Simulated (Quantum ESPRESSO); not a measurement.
# GaSb (F-43m) in Quantum ESPRESSO: further runs

One crystal, GaSb, is run at these levels: WC, PBE; tasks: relaxation of cell and atoms.

Program: Quantum ESPRESSO 7.5. These are calculated values, not measurements. Logs are shortened: lines on timing, memory, paths and dates and some standing lists are left out, and cuts for length are marked.

### 1 The crystal as given

It takes space group F-43m (No. 216, cubic). Conventional cell: a = 6.096 Å, b = 6.096 Å, c = 6.096 Å, α = 90.00°, β = 90.00°, γ = 90.00°. Ga (site symmetry -43m) has 4 Sb at 2.64 Å as nearest neighbours. Sb (site symmetry -43m) has 4 Ga at 2.64 Å as nearest neighbours.

The cell was built by a generator and isn't the measured one.

### 2 Relaxation of cell and atoms, WC, target pressure 6 GPa, at which the enthalpy is minimised

Input file pw.in:

```
&CONTROL
  calculation = 'vc-relax'
  prefix = 'pwscf'
  outdir = './tmp'
  pseudo_dir = './pseudo'
  tprnfor = .true.
  tstress = .true.
  disk_io = 'low'
  nstep = 40
  forc_conv_thr = 0.0004
  etot_conv_thr = 1d-05
/
&SYSTEM
  ibrav = 0
  nat = 2
  ntyp = 2
  ecutwfc = 56
  ecutrho = 448
  nbnd = 25
  input_dft = 'wc'
  occupations = 'smearing'
  smearing = 'gaussian'
  degauss = 0.00367493
/
&ELECTRONS
  conv_thr = 4d-10
  electron_maxstep = 120
  mixing_beta = 0.5
/
&IONS
  ion_dynamics = 'bfgs'
/
&CELL
  cell_dynamics = 'bfgs'
  press = 60
  press_conv_thr = 0.3
/
ATOMIC_SPECIES
Ga    69.7230 ga_pbe_v1.4.uspp.F.UPF
Sb   121.7600 sb_pbe_v1.4.uspp.F.UPF
CELL_PARAMETERS angstrom
   0.0000000000    3.0480000000    3.0480000000
   3.0480000000    0.0000000000    3.0480000000
   3.0480000000    3.0480000000    0.0000000000
ATOMIC_POSITIONS crystal
Ga     0.0000000000    0.0000000000    0.0000000000
Sb     0.2500000000    0.2500000000    0.2500000000
K_POINTS automatic
10 10 10 0 0 0
```

Potentials or basis: GBRV 1.5 PBE.

On the command line:

```
$ OMP_NUM_THREADS=1 pw.x -in pw.in > pw.out
```

pw.out:

```text
This program is part of the open-source Quantum ESPRESSO suite
     for quantum simulation of materials; please cite
         "P. Giannozzi et al., J. Phys.:Condens. Matter 21 395502 (2009);
         "P. Giannozzi et al., J. Phys.:Condens. Matter 29 465901 (2017);
         "P. Giannozzi et al., J. Chem. Phys. 152 154105 (2020);
     in publications or presentations arising from this work. More details at

     IMPORTANT: XC functional enforced from input :
     Exchange-correlation= WC
                           (   1   4  11   4   0   0   0)
     Any further DFT definition will be discarded
     Please, verify this is what you really want

     Message from routine setup:
     using ibrav=0 with symmetry is DISCOURAGED, use correct ibrav instead

     G-vector sticks info
     --------------------
     sticks:   dense  smooth     PW     G-vecs:    dense   smooth      PW
     Sum        2053    1027    313                61239    21595    3527

     Using Slab Decomposition

     bravais-lattice index     =            0
     lattice parameter (alat)  =       8.1457  a.u.
     unit-cell volume          =     382.1831 (a.u.)^3
     number of atoms/cell      =            2
     number of atomic types    =            2
     number of electrons       =        34.00
     number of Kohn-Sham states=           25
     kinetic-energy cutoff     =      56.0000  Ry
     charge density cutoff     =     448.0000  Ry
     scf convergence threshold =      4.0E-10
     mixing beta               =       0.5000
     number of iterations used =            8  plain     mixing
     energy convergence thresh.=      1.0E-05
     force convergence thresh. =      4.0E-04
     press convergence thresh. =      3.0E-01
     Exchange-correlation= WC
                           (   1   4  11   4   0   0   0)
     nstep                     =           40

     celldm(1)=   8.145708  celldm(2)=   0.000000  celldm(3)=   0.000000
     celldm(4)=   0.000000  celldm(5)=   0.000000  celldm(6)=   0.000000

     crystal axes: (cart. coord. in units of alat)
               a(1) = (   0.000000   0.707107   0.707107 )
               a(2) = (   0.707107   0.000000   0.707107 )
               a(3) = (   0.707107   0.707107   0.000000 )

     reciprocal axes: (cart. coord. in units 2 pi/alat)
               b(1) = ( -0.707107  0.707107  0.707107 )
               b(2) = (  0.707107 -0.707107  0.707107 )
               b(3) = (  0.707107  0.707107 -0.707107 )

     PseudoPot. # 1 for Ga read from file:
     ga_pbe_v1.4.uspp.F.UPF
     Pseudo is Ultrasoft + core correction, Zval = 19.0
     Generated by new atomic code, or converted to UPF format
     Using radial grid of  871 points,  6 beta functions with:
                l(1) =   0
                l(2) =   0
                l(3) =   1
                l(4) =   1
                l(5) =   2
                l(6) =   2
     Q(r) pseudized with  8 coefficients,  rinner =    1.250   1.250   1.250
                                                       1.250   1.250

     PseudoPot. # 2 for Sb read from file:
     sb_pbe_v1.4.uspp.F.UPF
     Pseudo is Ultrasoft + core correction, Zval = 15.0
     Generated by new atomic code, or converted to UPF format
     Using radial grid of  891 points,  6 beta functions with:
                l(1) =   0
                l(2) =   0
                l(3) =   1
                l(4) =   1
                l(5) =   2
                l(6) =   2
     Q(r) pseudized with  8 coefficients,  rinner =    1.350   1.350   1.350
                                                       1.350   1.350

     atomic species   valence    mass     pseudopotential
     Ga               19.00    69.72300     Ga( 1.00)
     Sb               15.00   121.76000     Sb( 1.00)

     24 Sym. Ops. (no inversion) found

   Cartesian axes

     site n.     atom                  positions (alat units)
         1        Ga     tau(   1) = (   0.0000000   0.0000000   0.0000000  )
         2        Sb     tau(   2) = (   0.3535534   0.3535534   0.3535534  )

     number of k points=    47  Gaussian smearing, width (Ry)=  0.0037
                       cart. coord. in units 2pi/alat
        k(    1) = (   0.0000000   0.0000000   0.0000000), wk =   0.0020000
        k(    2) = (   0.0707107   0.0707107  -0.0707107), wk =   0.0160000
        k(    3) = (   0.1414214   0.1414214  -0.1414214), wk =   0.0160000
        k(    4) = (   0.2121320   0.2121320  -0.2121320), wk =   0.0160000
        k(    5) = (   0.2828427   0.2828427  -0.2828427), wk =   0.0160000
        k(    6) = (  -0.3535534  -0.3535534   0.3535534), wk =   0.0080000
[... 39 lines left out ...]
        k(   46) = (  -0.0707107  -0.3535534   0.6363961), wk =   0.0480000
        k(   47) = (  -0.7071068   0.2828427   0.0000000), wk =   0.0240000

     Dense  grid:    61239 G-vectors     FFT dimensions: (  60,  60,  60)

     Smooth grid:    21595 G-vectors     FFT dimensions: (  40,  40,  40)

     Initial potential from superposition of free atoms

     starting charge      32.0000, renormalised to      34.0000
     Starting wfcs are   21 randomized atomic wfcs +    4 random wfcs

     Self-consistent Calculation

     iteration #  1     ecut=    56.00 Ry     beta= 0.50
     Davidson diagonalization with overlap
     ethr =  1.00E-02,  avg # of iterations =  6.1

     total energy              =    -578.68425110 Ry
     estimated scf accuracy    <      35.31158270 Ry

     iteration #  2     ecut=    56.00 Ry     beta= 0.50
     Davidson diagonalization with overlap
     ethr =  1.00E-02,  avg # of iterations =  3.0

     total energy              =    -599.46755227 Ry
     estimated scf accuracy    <      19.63991360 Ry

     iteration #  3     ecut=    56.00 Ry     beta= 0.50
     Davidson diagonalization with overlap
     ethr =  1.00E-02,  avg # of iterations =  2.0
[... 412 lines left out ...]
     atom    1 type  1   force =    -0.00000000    0.00000000    0.00000000
     atom    2 type  2   force =     0.00000000    0.00000000    0.00000000

     Total force =     0.000000     Total SCF correction =     0.000000

     Computing stress (Cartesian axis) and pressure

          total   stress  (Ry/bohr**3)                   (kbar)     P=        4.33
   0.00002941  -0.00000000   0.00000000            4.33       -0.00        0.00
  -0.00000000   0.00002941  -0.00000000           -0.00        4.33       -0.00
   0.00000000   0.00000000   0.00002941            0.00        0.00        4.33

     BFGS Geometry Optimization
     Energy error            =      4.2E-03 Ry
     Gradient error          =      1.4E-31 Ry/Bohr
     Cell gradient error     =      5.6E+01 kbar

     number of scf cycles    =   1
     number of bfgs steps    =   0

     enthalpy           new  =    -599.7793012722 Ry

     new trust radius        =       0.0369933367 bohr
     new conv_thr            =       0.0000000004 Ry

     new unit-cell volume =    371.43740 a.u.^3 (    55.04134 Ang^3 )
     density =      5.77684 g/cm^3

CELL_PARAMETERS (angstrom)
   0.000000000   3.019161496   3.019161496
   3.019161496   0.000000000   3.019161496
   3.019161496   3.019161496   0.000000000
[... 1733 lines left out ...]
     Total force =     0.000000     Total SCF correction =     0.000000

     Computing stress (Cartesian axis) and pressure

          total   stress  (Ry/bohr**3)                   (kbar)     P=       59.99
   0.00040780  -0.00000000  -0.00000000           59.99       -0.00       -0.00
  -0.00000000   0.00040780  -0.00000000           -0.00       59.99       -0.00
  -0.00000000  -0.00000000   0.00040780           -0.00       -0.00       59.99

     Energy error            =      1.4E-06 Ry
     Gradient error          =      4.8E-32 Ry/Bohr
     Cell gradient error     =      1.0E-02 kbar

     bfgs converged in   5 scf cycles and   4 bfgs steps
     (criteria: energy <  1.0E-05 Ry, force <  4.0E-04 Ry/Bohr, cell <  3.0E-01 kbar)

     End of BFGS Geometry Optimization

     Final enthalpy           =    -599.7856969593 Ry

Begin final coordinates
     new unit-cell volume =    350.92233 a.u.^3 (    52.00132 Ang^3 )
     density =      6.11456 g/cm^3

CELL_PARAMETERS (angstrom)
   0.000000000   2.962521204   2.962521204
   2.962521204  -0.000000000   2.962521204
   2.962521204   2.962521204  -0.000000000

ATOMIC_POSITIONS (crystal)
Ga              -0.0000000000       -0.0000000000        0.0000000000
Sb               0.2500000000        0.2500000000        0.2500000000
End final coordinates

     Final scf calculation at the relaxed structure.
     The G-vectors are recalculated for the final unit cell
     Results may differ from those at the preceding step.

     G-vector sticks info
     --------------------
     sticks:   dense  smooth     PW     G-vecs:    dense   smooth      PW
     Sum        1945     955    295                56233    19795    3287

     Using Slab Decomposition

     bravais-lattice index     =            0
     lattice parameter (alat)  =       8.1457  a.u.
     unit-cell volume          =     350.9223 (a.u.)^3
     number of atoms/cell      =            2
     number of atomic types    =            2
     number of electrons       =        34.00
     number of Kohn-Sham states=           25
     kinetic-energy cutoff     =      56.0000  Ry
     charge density cutoff     =     448.0000  Ry
     scf convergence threshold =      4.0E-12
     mixing beta               =       0.5000
     number of iterations used =            8  plain     mixing
     press convergence thresh. =      3.0E-01
     Exchange-correlation= WC
                           (   1   4  11   4   0   0   0)

     celldm(1)=   8.145708  celldm(2)=   0.000000  celldm(3)=   0.000000
     celldm(4)=   0.000000  celldm(5)=   0.000000  celldm(6)=   0.000000

     crystal axes: (cart. coord. in units of alat)
               a(1) = (   0.000000   0.687277   0.687277 )
               a(2) = (   0.687277  -0.000000   0.687277 )
               a(3) = (   0.687277   0.687277  -0.000000 )

     reciprocal axes: (cart. coord. in units 2 pi/alat)
               b(1) = ( -0.727509  0.727509  0.727509 )
               b(2) = (  0.727509 -0.727509  0.727509 )
               b(3) = (  0.727509  0.727509 -0.727509 )

     PseudoPot. # 1 for Ga read from file:
     ga_pbe_v1.4.uspp.F.UPF
     Pseudo is Ultrasoft + core correction, Zval = 19.0
     Generated by new atomic code, or converted to UPF format
     Using radial grid of  871 points,  6 beta functions with:
                l(1) =   0
                l(2) =   0
                l(3) =   1
                l(4) =   1
                l(5) =   2
                l(6) =   2
     Q(r) pseudized with  8 coefficients,  rinner =    1.250   1.250   1.250
                                                       1.250   1.250

     PseudoPot. # 2 for Sb read from file:
     sb_pbe_v1.4.uspp.F.UPF
     Pseudo is Ultrasoft + core correction, Zval = 15.0
     Generated by new atomic code, or converted to UPF format
     Using radial grid of  891 points,  6 beta functions with:
                l(1) =   0
                l(2) =   0
                l(3) =   1
                l(4) =   1
                l(5) =   2
                l(6) =   2
     Q(r) pseudized with  8 coefficients,  rinner =    1.350   1.350   1.350
                                                       1.350   1.350

     atomic species   valence    mass     pseudopotential
     Ga               19.00    69.72300     Ga( 1.00)
     Sb               15.00   121.76000     Sb( 1.00)

     24 Sym. Ops. (no inversion) found

   Cartesian axes

     site n.     atom                  positions (alat units)
         1        Ga     tau(   1) = (   0.0000000   0.0000000  -0.0000000  )
         2        Sb     tau(   2) = (   0.3436383   0.3436383   0.3436383  )

     number of k points=    47  Gaussian smearing, width (Ry)=  0.0037
                       cart. coord. in units 2pi/alat
        k(    1) = (   0.0000000   0.0000000   0.0000000), wk =   0.0020000
        k(    2) = (   0.0727509   0.0727509  -0.0727509), wk =   0.0160000
        k(    3) = (   0.1455018   0.1455018  -0.1455018), wk =   0.0160000
        k(    4) = (   0.2182528   0.2182528  -0.2182528), wk =   0.0160000
        k(    5) = (   0.2910037   0.2910037  -0.2910037), wk =   0.0160000
        k(    6) = (  -0.3637546  -0.3637546   0.3637546), wk =   0.0080000
[... 39 lines left out ...]
        k(   46) = (  -0.0727509  -0.3637546   0.6547583), wk =   0.0480000
        k(   47) = (  -0.7275092   0.2910037   0.0000000), wk =   0.0240000

     Dense  grid:    56233 G-vectors     FFT dimensions: (  54,  54,  54)

     Smooth grid:    19795 G-vectors     FFT dimensions: (  40,  40,  40)

     Initial potential from superposition of free atoms

     starting charge      32.0000, renormalised to      34.0000
     Starting wfcs are   21 randomized atomic wfcs +    4 random wfcs

     Self-consistent Calculation

     iteration #  1     ecut=    56.00 Ry     beta= 0.50
     Davidson diagonalization with overlap
     c_bands:  1 eigenvalues not converged
     c_bands:  1 eigenvalues not converged
     c_bands:  1 eigenvalues not converged
     c_bands:  1 eigenvalues not converged
     c_bands:  1 eigenvalues not converged
     c_bands:  1 eigenvalues not converged
     c_bands:  1 eigenvalues not converged
     c_bands:  1 eigenvalues not converged
     c_bands:  2 eigenvalues not converged
     c_bands:  1 eigenvalues not converged
     ethr =  1.00E-06,  avg # of iterations = 17.8

     total energy              =    -580.56855970 Ry
     estimated scf accuracy    <      32.56271104 Ry
[... 430 lines left out ...]
     atom    1 type  1   force =     0.00000000   -0.00000000   -0.00000000
     atom    2 type  2   force =    -0.00000000   -0.00000000   -0.00000000

     Total force =     0.000000     Total SCF correction =     0.000000

     Computing stress (Cartesian axis) and pressure

          total   stress  (Ry/bohr**3)                   (kbar)     P=       60.52
   0.00041143   0.00000000  -0.00000000           60.52        0.00       -0.00
  -0.00000000   0.00041143   0.00000000           -0.00       60.52        0.00
   0.00000000   0.00000000   0.00041143            0.00        0.00       60.52

=------------------------------------------------------------------------------=
   JOB DONE.
=------------------------------------------------------------------------------=
```

It took 7.1 min on 1 thread of Intel Xeon Platinum 8259CL at 2.50GHz (Skylake/Cascade Lake), shared host; peak memory 0.3 GiB.

Results:

```
Free energy                                            : -8162.4461 eV
Relaxed volume                                         : 26.00 Å³/atom
Relaxed cell                                           : a = 4.190 Å, b = 4.190 Å, c = 4.190 Å, α = 60.00°, β = 60.00°, γ = 60.00°
Space group after relaxing (to 0.05 Å)                 : F-43m (No. 216)
Energy change on relaxing (the enthalpy is what falls) : +43.2 meV/atom
Ionic steps                                            : 5
Pressure after relaxing                                : 6.1 GPa
Band gap on the k mesh                                 : 0.53 eV, indirect (least direct gap 0.63 eV)
```

Step by step:
| step | energy change (eV) | largest force (eV/Å) | pressure (GPa) | volume (Å³) |
| --- | --- | --- | --- | --- |
| 1 | 0.0000 | 0.0000 | 0.43 | 56.63 |
| 2 | 0.0121 | 0.0000 | 2.03 | 55.04 |
| 3 | 0.0623 | 0.0000 | 4.97 | 52.71 |
| 4 | 0.0890 | 0.0000 | 6.10 | 51.93 |
| 5 | 0.0865 | 0.0000 | 6.00 | 52.00 |

Final structure:
```yaml
crystal:
  lattice:
    - [0.00000, 2.96252, 2.96252]
    - [2.96252, 0.00000, 2.96252]
    - [2.96252, 2.96252, 0.00000]
  atoms:
    - { symbol: Ga, position: [0.00000, 0.00000, 0.00000] }
    - { symbol: Sb, position: [0.25000, 0.25000, 0.25000] }
```

Caveat: the potentials were made for another functional, which shifts forces and pressure; spin-orbit coupling is left out, which moves the levels of the heavy elements. A k mesh can miss the band edges.

[end of part 1 of 2]
